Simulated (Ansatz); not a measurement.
Cu3Te under changes of volume

One of the cells (15.368 Å³/atom); the others are scaled copies at fixed shape and fractional positions:

```
Te Cu
1.0
     3.94666    0.00000    0.00000
     0.00000    3.94666    0.00000
     0.00000    0.00000    3.94666
Te Cu
1 3
Direct
  0.00000 0.00000 0.00000
  0.50000 0.50000 0.00000
  0.50000 0.00000 0.50000
  0.00000 0.50000 0.50000
```

The cell comes from a database or a generator and needn't be the stable form of this composition.

```yaml
Program: Ansatz 0.2.0
Functional: PBE
Potentials_or_basis: Ansatz PAW
Cutoff: "420 eV (not typed: the program's choice for these potentials)"
k_mesh: 7 × 7 × 7
Occupations: fermi-dirac, width 0.05 eV
Spin: no spin polarisation
```

| volume (Å³/atom) | energy over the lowest point (meV/atom) | pressure (GPa) |
| --- | --- | --- |
| 14.446 | 26.29 | 8.4 |
| 14.754 | 12.82 | 5.6 |
| 15.061 | 4.36 | 3.2 |
| 15.368 | 0.27 | 1.1 |
| 15.676 | 0.00 | -0.8 |
| 15.983 | ? | ? |
| 16.291 | 9.25 | -4.0 |

Q: What does the run at 15.983 Å³/atom give?

A: Energy over the lowest point 3.09 meV/atom; pressure -2.5 GPa.

Worked out: A Birch-Murnaghan fit of order 3 (a polynomial in V^(-2/3)) to the other rows has its minimum at 15.54 Å³/atom with B0 = V·E''(V) = 94 GPa and B' = 5.5. It gives 3.13 meV/atom at 15.983 Å³/atom, against the run's 3.09, and -dE/dV = -2.4 GPa, against -2.5.

Energies are extrapolated to zero smearing.
